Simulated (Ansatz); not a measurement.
# AlB3P4: from a guess to a relaxed structure, part 2 of 2

Aim: relax a trial structure of AlB3P4 and see where it ends.

Ansatz 0.2.0; DFT PBE, scalar-relativistic, plane waves, PAW. The steps go on from the part before.

## (4) Relaxation on the finer mesh

The end of the coarse run is made exact in the group found at a tolerance of 0.06 Å and reduced to its primitive cell.

Contents of input.yaml:

```yaml
crystal:
  lattice:
    - [3.3479601864, 0.0, 0.0]
    - [0.0, 3.3479601864, 0.0]
    - [0.0, 0.0, 9.8296738485]
  atoms:
    - { symbol: Al, position: [0.5, 0.5, 0.0] }
    - { symbol: B, position: [0.0, 0.0, 0.7273188147] }
    - { symbol: B, position: [0.0, 0.0, 0.2726811853] }
    - { symbol: B, position: [0.5, 0.5, 0.5] }
    - { symbol: P, position: [0.5, 0.0, 0.1607556187] }
    - { symbol: P, position: [0.0, 0.5, 0.3863998337] }
    - { symbol: P, position: [0.5, 0.0, 0.6136001663] }
    - { symbol: P, position: [0.0, 0.5, 0.8392443813] }
basis:
  ecutwfc: 420
kpoints:
  mp_grid: { grid: [10, 10, 4] }
hamiltonian:
  xc: pbe
scf:
  occupations: { method: gaussian, width: 0.02 }
output:
  forces: true
  stress: true
  eigenvalues: true
  write_density: true
  write_potential: true
  elf: true
  volumetric_format: npy
relax:
  adjacent_minimum: "off"
  f_tol: 0.01
  max_steps: 80
  cell: { stress_tol: 0.05 }
```

On the command line:

```console
$ ansatz run input.yaml --threads 1 --pin off --max-ram 2560MiB --backend cpu --events-out ev --progress --plain --runs-dir out
```

What it wrote:

```text
Warning: RAYON_NUM_THREADS=1 ignored (pool sized by the plan → 1); use --threads N
Engine: ansatz 0.2.0, x86_64-unknown-linux-gnu
Pseudopotentials: kind: paw
Pseudopotential: Al, paw, valence charge 3, recommended cutoff 420 eV (normal), Al.paw.azcp
Pseudopotential: B, paw, valence charge 3, recommended cutoff 420 eV (normal), B.paw.azcp
Pseudopotential: P, paw, valence charge 5, recommended cutoff 420 eV (normal), P.paw.azcp
Functional definition: PBE
  parameter kappa = 0.804
  parameter beta = 0.06672455060314922
  exchange = pbe_x(kappa = kappa, mu = beta*pi^2/3)
  correlation = pbe_c(beta = beta)
Crystal: 8 atoms, lattice volume = 110.179 Å³
Basis set: ecut = 420 eV, 2169 PW (Γ), exchange–correlation on 48×48×144 points (8 copies of the dense FFT grid, shifted against one another)
Bands: 24, of which v1, the nominal top of the filled ones, is band 16 counted from 1 (15 counted from 0)
Symmetry: 8 space group operations
Space group: P-4m2 (ITA 115), of the structure as read, at distance tolerance 4.8e-5 Å
k-points: 63 of 400 (time reversal used)
Non-local potential: Al, projectors of the file, l = 0: 2, l = 1: 2, l = 2: 1
Non-local potential: B, projectors of the file, l = 0: 2, l = 1: 2, l = 2: 1
Non-local potential: P, projectors of the file, l = 0: 2, l = 1: 2, l = 2: 2
PAW form: soft (Blöchl's): semilocal exchange-correlation on the pseudo side does not see the compensation charge
PAW one-centre angular grid: Al, 110 points (default); XC on 64 Gauss nodes
PAW one-centre angular grid: B, 110 points (default); XC on 64 Gauss nodes
PAW one-centre angular grid: P, 110 points (default); XC on 64 Gauss nodes
Initial density: superposition of atomic densities (neutral atoms: chi_scale 0, normalization atom), corrected by the library's trained network
Initial wavefunctions: pseudopotential atomic-orbital guess
Functional: x = pbe(κ = 0.804, μ = 0.2195149727645171), c = pbe(β = 0.06672455060314922)
SCF iter   1: F=—  HF=-4030.386656 eV  |F-HF|=—  |Δ(HF+E_count)|=         —  Δρ=2.63e-3  dr2=1.67e-2  ethr=1.77e-3  ⟨swp⟩=8.2  Hψ=9710  notcnv=0  defer=1
preconditioner: auto → Resta (q_TF=auto, 2.220 Å⁻¹)  ε∞=5.1  [insulator: Δε(μ)=0.510 eV  Ē_g=9.831 eV  σ=0.020 eV  W_gap=1.00  n_scr=18 (ndim 8)  ℏωp=20.0 eV  f_vac=0.000  D(μ)=0.00/eV (n_scr^D=0)  ε∞_Penn≈5.1]
SCF iter   2: F=—  HF=-4030.383956 eV  |F-HF|=—  |Δ(HF+E_count)|=   2.70e-3  Δρ=1.32e-3  dr2=3.40e-3  ethr=5.22e-5  ⟨swp⟩=2.8  Hψ=2789  notcnv=0  defer=173
SCF iter   3: F=—  HF=-4030.383557 eV  |F-HF|=—  |Δ(HF+E_count)|=   3.99e-4  Δρ=3.39e-4  dr2=1.55e-4  ethr=1.06e-5  ⟨swp⟩=2.5  Hψ=2363  notcnv=0  defer=173
SCF iter   4: F=—  HF=-4030.383602 eV  |F-HF|=—  |Δ(HF+E_count)|=   4.46e-5  Δρ=1.04e-4  dr2=3.29e-5  ethr=4.84e-7  ⟨swp⟩=2.6  Hψ=2194  notcnv=0  defer=173
SCF iter   5: F=—  HF=-4030.383653 eV  |F-HF|=—  |Δ(HF+E_count)|=   5.09e-5  Δρ=3.81e-5  dr2=2.06e-6  ethr=1.03e-7  ⟨swp⟩=2.5  Hψ=1976  notcnv=0  defer=173
SCF iter   6: F=-4030.383655 eV  HF=-4030.383655 eV  |F-HF|=3.20e-8  |Δ(HF+E_count)|=   1.65e-6  Δρ=6.44e-6  dr2=4.68e-8  ethr=3.13e-10  ⟨swp⟩=15.4  Hψ=13837  notcnv=0
SCF 1 converged in 6 iterations: F = -4030.383655 eV  dr2 = 4.68e-8
relax step   1: F+E_penalty+E_count = -4030.38365457 eV  Δ(F+E_penalty+E_count) = +0.000e0 eV  max|allowed force component| = 7.673e-3 eV/Å  Δτ_max = 0.0000 Å  P = -0.110 GPa  Ω = 110.179 Å³  (6 SCF iters, dr2 threshold 1.00e-7 eV, accepted)
Crystal: 8 atoms, lattice volume = 110.111 Å³
Initial density: handed on by an earlier stage of this run
Initial wavefunctions: those handed on with the density
iter 1 solved again at ethr=1.01e-7 eV; its pass at ethr=3.10e-3 eV (dr2=3.24e-5 eV) is discarded
SCF iter   1: F=—  HF=-4030.383689 eV  |F-HF|=—  |Δ(HF+E_count)|=         —  Δρ=1.82e-4  dr2=3.12e-5  ethr=1.01e-7  ⟨swp⟩=3.0  Hψ=9770  notcnv=0
preconditioner: auto → Resta (q_TF=auto, 2.220 Å⁻¹)  ε∞=5.1  [insulator: Δε(μ)=0.507 eV  Ē_g=9.830 eV  σ=0.020 eV  W_gap=1.00  n_scr=18 (ndim 8)  ℏωp=20.0 eV  f_vac=0.000  D(μ)=0.00/eV (n_scr^D=0)  ε∞_Penn≈5.1]
SCF iter   2: F=—  HF=-4030.383731 eV  |F-HF|=—  |Δ(HF+E_count)|=   4.24e-5  Δρ=9.84e-5  dr2=6.99e-6  ethr=9.74e-8  ⟨swp⟩=2.2  Hψ=2144  notcnv=0
SCF iter   3: F=—  HF=-4030.383732 eV  |F-HF|=—  |Δ(HF+E_count)|=   1.11e-6  Δρ=1.95e-5  dr2=3.28e-7  ethr=2.18e-8  ⟨swp⟩=2.2  Hψ=2484  notcnv=0
SCF iter   4: F=-4030.383732 eV  HF=-4030.383732 eV  |F-HF|=4.66e-9  |Δ(HF+E_count)|=   1.26e-7  Δρ=3.28e-6  dr2=1.28e-8  ethr=3.49e-10  ⟨swp⟩=10.3  Hψ=10252  notcnv=0
SCF 2 converged in 4 iterations: F = -4030.383732 eV  dr2 = 1.28e-8
relax step   2: F+E_penalty+E_count = -4030.38373220 eV  Δ(F+E_penalty+E_count) = -7.763e-5 eV  max|allowed force component| = 2.008e-2 eV/Å  Δτ_max = 0.0008 Å  P = -0.044 GPa  Ω = 110.111 Å³  energy of the carried Pulay correction = +3.830e-5 eV  (4 SCF iters, dr2 threshold 1.12e-7 eV, accepted)
Crystal: 8 atoms, lattice volume = 110.095 Å³
iter 1 solved again at ethr=2.59e-8 eV; its pass at ethr=3.10e-3 eV (dr2=8.29e-6 eV) is discarded
SCF iter   1: F=—  HF=-4030.383805 eV  |F-HF|=—  |Δ(HF+E_count)|=         —  Δρ=9.86e-5  dr2=7.24e-6  ethr=2.59e-8  ⟨swp⟩=3.0  Hψ=9555  notcnv=0
preconditioner: auto → Resta (q_TF=auto, 2.221 Å⁻¹)  ε∞=5.1  [insulator: Δε(μ)=0.516 eV  Ē_g=9.831 eV  σ=0.020 eV  W_gap=1.00  n_scr=18 (ndim 8)  ℏωp=20.0 eV  f_vac=0.000  D(μ)=0.00/eV (n_scr^D=0)  ε∞_Penn≈5.1]
SCF iter   2: F=—  HF=-4030.383849 eV  |F-HF|=—  |Δ(HF+E_count)|=   4.38e-5  Δρ=5.30e-5  dr2=1.83e-6  ethr=2.26e-8  ⟨swp⟩=1.0  Hψ=1526  notcnv=0
SCF iter   3: F=-4030.383849 eV  HF=-4030.383849 eV  |F-HF|=1.32e-8  |Δ(HF+E_count)|=   1.77e-7  Δρ=9.68e-6  dr2=9.15e-8  ethr=4.04e-10  ⟨swp⟩=9.3  Hψ=11434  notcnv=0
SCF 3 converged in 3 iterations: F = -4030.383849 eV  dr2 = 9.15e-8
relax step   3: F+E_penalty+E_count = -4030.38384889 eV  Δ(F+E_penalty+E_count) = -1.167e-4 eV  max|allowed force component| = 4.461e-3 eV/Å  Δτ_max = 0.0009 Å  P = -0.020 GPa  Ω = 110.095 Å³  energy of the carried Pulay correction = +4.742e-5 eV  (3 SCF iters, dr2 threshold 1.29e-7 eV, accepted)
Initial wavefunctions: pseudopotential atomic-orbital guess (no wavefunctions were taken with the density)
iter 1 solved again at ethr=3.20e-7 eV; its pass at ethr=3.10e-3 eV (dr2=1.02e-4 eV) is discarded
SCF iter   1: F=—  HF=-4030.383756 eV  |F-HF|=—  |Δ(HF+E_count)|=         —  Δρ=1.03e-5  dr2=9.93e-8  ethr=3.20e-7  ⟨swp⟩=3.6  Hψ=14197  notcnv=0
eigensolver tolerance schedule: the retry pair's looser diagonalisation over-reported the residual by 1031.05 of it (diagonalisation noise at 0.12 of the residual, at the tolerance the schedule requests for it); recorded, not acted on — ethr = c·dr2/N_el stays at c = 1.0e-1
preconditioner: auto → Resta (q_TF=auto, 2.221 Å⁻¹)  ε∞=5.1  [insulator: Δε(μ)=0.515 eV  Ē_g=9.831 eV  σ=0.020 eV  W_gap=1.00  n_scr=18 (ndim 8)  ℏωp=20.0 eV  f_vac=0.000  D(μ)=0.00/eV (n_scr^D=0)  ε∞_Penn≈5.1]
SCF iter   2: F=—  HF=-4030.383803 eV  |F-HF|=—  |Δ(HF+E_count)|=   4.76e-5  Δρ=5.23e-6  dr2=2.04e-8  ethr=3.10e-10  ⟨swp⟩=2.8  Hψ=2711  notcnv=0
SCF iter   3: F=—  HF=-4030.383803 eV  |F-HF|=—  |Δ(HF+E_count)|=   9.85e-9  Δρ=1.87e-6  dr2=3.06e-9  ethr=6.39e-11  ⟨swp⟩=1.9  Hψ=2201  notcnv=0
SCF iter   4: F=-4030.383803 eV  HF=-4030.383803 eV  |F-HF|=6.59e-11  |Δ(HF+E_count)|=   1.86e-9  Δρ=2.32e-7  dr2=4.39e-11  ethr=1.00e-12  ⟨swp⟩=6.7  Hψ=9501  notcnv=0
SCF 4 converged in 4 iterations: F = -4030.383803 eV  dr2 = 4.39e-11
relax step   4: F+E_penalty+E_count = -4030.38380310 eV  Δ(F+E_penalty+E_count) = +4.578e-5 eV  max|allowed force component| = 4.377e-3 eV/Å  Δτ_max = 0.0000 Å  P = -0.020 GPa  Ω = 110.095 Å³  stress off target by 2.04e-2 GPa  SCF on the basis re-selected at this cell (its energy is not comparable with the rows above)  (4 SCF iters)
basis re-selected at this cell: Δ(F+E_penalty+E_count) = +4.578e-5 eV, ΔP = -0.000 GPa vs the last step (what re-selecting the basis moved, of the pressure what is left beyond the Pulay correction that the steps carried, after the strain that the cell walked since its last selection, with what the two solves' SCF thresholds leave and, on support functions, any second-order correction that the steps lacked; it is no measure of the basis error at this ecutwfc). This SCF's stress stands 2.04e-2 GPa from its target on what of the cell is left free (relax.cell.stress_tol is 5.00e-2 GPa) and its largest allowed force component is 4.38e-3 eV/Å (relax.f_tol is 1.00e-2 eV/Å): within both
SCF converged after 4 iterations
Free energy (F): -4030.383803 eV
Harris-Foulkes:  -4030.383803 eV  (|F-HF|=6.59e-11)
Internal energy: -4030.383803 eV  (E = F + TS)
E sigma→0 (E₀):  -4030.383803 eV
Fermi energy:    8.859125 eV
--- Per-component energies (eV) ---
  E_band       = 64.680738
  E_kinetic    = 453.422172
  E_local      = -368.416298  (includes V_loc(G=0)·N_el)
  E_nonlocal   = 179.960364
  E_hartree    = 115.509551
  E_xc         = -384.336233
  E_vxc        = -389.337789  (∫ρ·V_xc dr)
  E_paw        = -2980.787983  (= ΣΔE_a)
  E_vpaw       = -41.966787  (= ΣTr[D̂ρ^β])
  E_aug_tail   = 0.000001  (compensation charges beyond the density's cutoff)
  E_ewald      = -1045.735377
  E_smearing   = -0.000000  (= −TS)
  E_closure    = 0.000000  (closes the sum)
  Σ components = -4030.383803   (vs F -4030.383803, Δ=0.00e0)
--- Forces (eV/Å), atoms counted from 1 ---
  atom   1  Al    -0.00000000    -0.00000000     0.00000000
  atom   2  B     -0.00000000    -0.00000000     0.00125752
  atom   3  B     -0.00000000    -0.00000000    -0.00125752
  atom   4  B     -0.00000000    -0.00000000     0.00000000
  atom   5  P     -0.00000000     0.00000000     0.00437672
  atom   6  P      0.00000000     0.00000000    -0.00070900
  atom   7  P      0.00000000     0.00000000     0.00070900
  atom   8  P      0.00000000     0.00000000    -0.00437672
  max |Σ_I F_I| component: 2.00e-16 eV/Å
--- Stress (GPa, compression-positive) ---
       -0.019877      -0.000000       0.000000
       -0.000000      -0.019877      -0.000000
        0.000000      -0.000000      -0.020406
  P = ⅓ Tr σ = -0.0201 GPa (-0.201 kbar)
--- Band table (eV; the first three rows and the last of 63) ---
  k-point 0: bands = ["-6.5889", "-5.4549", "-4.5450", "-2.2891", "0.1806", "4.0216", "4.0510", "4.0510", "4.3720", "5.0455", "5.0455", "6.3342", "6.3342", "7.8870", "8.6016", "8.6016", "9.2041", "9.2232", "9.9888", "10.0695", "11.4266", "11.5425", "11.5425", "12.1286"]
  k-point 1: bands = ["-6.5566", "-5.6255", "-4.2294", "-2.6554", "0.6728", "2.9301", "4.0650", "4.0650", "4.9864", "4.9864", "5.4320", "6.4472", "6.4472", "7.5268", "8.4430", "8.4430", "9.1425", "9.2675", "10.0150", "10.2393", "11.1625", "11.6692", "11.8522", "11.8522"]
  k-point 2: bands = ["-6.5182", "-5.7618", "-3.8181", "-3.1183", "1.6014", "1.8334", "4.0801", "4.0801", "4.9314", "4.9314", "6.3401", "6.5657", "6.5657", "6.8550", "8.2840", "8.2840", "9.1294", "9.2492", "10.1794", "10.3492", "10.8603", "11.4542", "12.2906", "12.2906"]
  k-point 62: bands = ["-2.4088", "-2.4088", "-1.9196", "-1.9196", "-0.3007", "-0.1676", "-0.1006", "2.3418", "3.2296", "3.3975", "3.3975", "3.7377", "3.7903", "4.0766", "4.0766", "4.2111", "10.1660", "10.1660", "10.3770", "10.8690", "10.9073", "11.2261", "11.3760", "11.3760"]
--- Relaxed structure (3 steps of the walk, 3 accepted, 1 SCFs on fresh bases) ---
  F+E_penalty+E_count = -4030.38380310 eV   max|allowed force component| = 4.377e-3 eV/Å   (the final SCF, on the basis selected at the relaxed cell)
  cell:  # Å, volume = 110.0947 Å³
    - [3.345348164554523, -1.302964530332799e-34, -2.913047197565982e-19]
    - [-1.1348400748059862e-34, 3.345348164554523, -2.353742377375379e-34]
    - [-8.552761162954716e-19, -6.9106317294266435e-34, 9.837481582825284]
  atoms:
    - { symbol: Al, position: [0.5, 0.5, -1.8055593228630336e-35] }
    - { symbol: B, position: [-7.87597423021108e-22, 1.797671041805803e-36, 0.7273284795523727] }
    - { symbol: B, position: [7.875974230235636e-22, -2.696506562708739e-35, 0.2726715204476273] }
    - { symbol: B, position: [0.5, 0.5, 0.5] }
    - { symbol: P, position: [0.5, 1.797671041805819e-36, 0.1607707870122344] }
    - { symbol: P, position: [2.539088752488651e-21, 0.5, 0.38636867575402833] }
    - { symbol: P, position: [0.5, 1.797671041805803e-36, 0.6136313242459716] }
    - { symbol: P, position: [1.236079266066091e-21, 0.5, 0.8392292129877655] }
```

It took 71 s on 1 thread of Intel Xeon at 2.70GHz, shared host; peak memory 0.46 GiB.

The steps of the relaxation:

```
step  E - E(step 1) (eV/cell)  largest force component (eV/Å)  pressure (GPa)  volume (Å³)
   1                   0.0000                          0.0077           -0.11       110.18
   2                  -0.0001                          0.0201           -0.04       110.11
   3                  -0.0002                          0.0045           -0.02       110.09
   4                  -0.0001                          0.0044           -0.02       110.09
```

Step 1 is the start. Step 4 repeats the geometry before it on a plane-wave basis chosen anew for that cell, so its energy need not be comparable with the rows above.

|  | before | after | change |
| --- | --- | --- | --- |
| a (Å) | 3.348 | 3.345 | -0.1 % |
| b (Å) | 3.348 | 3.345 | -0.1 % |
| c (Å) | 9.830 | 9.837 | +0.1 % |
| volume (Å³/atom) | 13.77 | 13.76 | -0.1 % |
| shortest distance (Å) | 2.003 | 2.002 | 0.0 % |
| space group (0.01 Å) | P-4m2 | P-4m2 | same |

Forces and stress were held to the start's 8 operations: a distortion of lower symmetry was not tested.

Density in a lattice plane of the grid's cell (edges 3.35 and 9.84 Å, at 0.500 of the third edge), which holds Al and B and P.

Values in e/Å³, 12 rows by 6 columns:
```
0.71 0.71 0.43 0.24 0.43 0.71
0.07 0.65 0.36 0.15 0.36 0.65
0.51 0.34 0.12 0.06 0.12 0.34
0.07 0.07 0.07 0.09 0.07 0.07
0.04 0.09 0.26 0.44 0.26 0.09
0.30 0.39 0.66 0.32 0.66 0.39
0.26 0.85 0.61 0.44 0.61 0.85
0.57 0.52 0.19 0.09 0.19 0.52
0.18 0.12 0.07 0.06 0.07 0.12
0.04 0.05 0.11 0.15 0.11 0.05
0.05 0.08 0.18 0.24 0.18 0.08
0.16 0.20 0.12 0.06 0.12 0.20
```
Columns run along the first of these edges and rows up along the second, over one cell in 6 and 12 even steps from the bottom left corner. Atoms in the plane (fractional): Al at (0.50, 1.00), B at (0.50, 0.50), P at (0.00, 0.39), P at (0.00, 0.84).

ELF in the same plane.

Ten even steps from '0' (0.00) to '9' (0.95):
```
89950599
69984899
03973793
04741474
76410146
32000002
00011100
00145410
12443442
67720277
59983899
03985893
13631363
76300036
32000002
00001000
00123210
00244420
11100011
56401046
```
Columns run along the first of these edges and rows up along the second, over one cell in 8 and 20 even steps from the bottom left corner. Atoms in the plane (fractional): Al at (0.50, 1.00), B at (0.50, 0.50), P at (0.00, 0.39), P at (0.00, 0.84).

Both are smooth fields of the valence electrons: close to the nuclei they are not physical.

Outside the cores ELF peaks at 0.95 on the P–B line, 1.0 Å from P; 0.95 on the P–Al line, 1.0 Å from P; 0.94 on the B–P line, 0.9 Å from B.

## (5) Changing settings: occupations.width 0.3, dr2_threshold 1.0e-11

input.yaml, as its differences from that of step 4:

```diff
@@ -21,11 +21,8 @@
 scf:
-  occupations: { method: gaussian, width: 0.02 }
+  occupations: { method: gaussian, width: 0.3 }
+  convergence: { dr2_threshold: 1.0e-11 }
 output:
   forces: true
+  eigenvalues: true
   stress: true
-  eigenvalues: true
-  write_density: true
-  write_potential: true
-  elf: true
-  volumetric_format: npy
 relax:
```

On the command line:

```console
$ ansatz run input.yaml --threads 1 --pin off --max-ram 2560MiB --backend cpu --events-out ev --progress --plain --runs-dir out
```

What it wrote, cut to the lines that bear on the results:

```text
Warning: RAYON_NUM_THREADS=1 ignored (pool sized by the plan → 1); use --threads N
[...]
[... 5 set-up lines as earlier in the session ...]
[...]
Crystal: 8 atoms, lattice volume = 110.179 Å³
Basis set: ecut = 420 eV, 2169 PW (Γ), exchange–correlation on 48×48×144 points (8 copies of the dense FFT grid, shifted against one another)
Bands: 24, of which v1, the nominal top of the filled ones, is band 16 counted from 1 (15 counted from 0)
[... 2 set-up lines as earlier in the session ...]
k-points: 63 of 400 (time reversal used)
[...]
[... band rows left out ...]
[...]
--- Relaxed structure (3 steps of the walk, 3 accepted, 1 SCFs on fresh bases) ---
  F+E_penalty+E_count = -4030.38510253 eV   max|allowed force component| = 6.279e-3 eV/Å   (the final SCF, on the basis selected at the relaxed cell)
  cell:  # Å, volume = 110.0674 Å³
    - [3.3446326833353206, -3.3624891105362555e-34, -3.6755590113607064e-19]
    - [-3.3624891105362555e-34, 3.3446326833353206, -4.203111388170319e-34]
    - [-1.0791510137831205e-18, -1.2340413802547577e-33, 9.839245527261125]
  atoms:
    - { symbol: Al, position: [0.5, 0.5, 6.893680993361354e-22] }
    - { symbol: B, position: [2.507135766942481e-21, 0.0, 0.7272880488590293] }
    - { symbol: B, position: [-2.507135766940868e-21, 0.0, 0.27271195114097074] }
    - { symbol: B, position: [0.5, 0.5, 0.5] }
    - { symbol: P, position: [0.5, 0.0, 0.16083064560081434] }
    - { symbol: P, position: [-1.7025610293643814e-22, 0.5, 0.38640192296547027] }
    - { symbol: P, position: [0.5, 4.276423536147513e-50, 0.6135980770345297] }
    - { symbol: P, position: [6.1140089326102836e-21, 0.5, 0.8391693543991857] }
```

Run time: 84 s. Hardware: 1 thread of Intel Xeon at 2.70GHz, shared host; peak memory 0.45 GiB.

```
    run     ending        energy change  pressure (GPa)  gap (eV)  force (eV/Å)  cycles  time
 step 4  converged                    0             0.0      0.52          0.00       -  71 s
variant  converged  +0.3 meV/atom (σ→0)             0.0      0.51          0.01       -  84 s
```

Changing the smearing and convergence setting hardly moves the energy: +0.3 meV/atom.

## (6) Results

The summary covers parts 1 to 2. Changes of volume or cell count from the first structure of part 1.

| quantity | value |
| --- | --- |
| symmetry at the end (tolerance 0.02 Å) | space group P-4m2 (No. 115) |
| conventional cell | a = 3.345 Å, b = 3.345 Å, c = 9.837 Å, α = 90.00°, β = 90.00°, γ = 90.00° |
| volume | 13.76 Å³/atom |
| energy over the elements, black P | -0.31 eV/atom |
| gap on the mesh | 0.52 eV |

The space group P-4m2 (No. 115) is kept, and the volume per atom shrinks by 7.4 % from the first guess. It lies below the elements, which doesn't yet make it stable: competing phases were not computed in this session. No finished test with a distortion of lower symmetry is shown, so the end may be a saddle point.
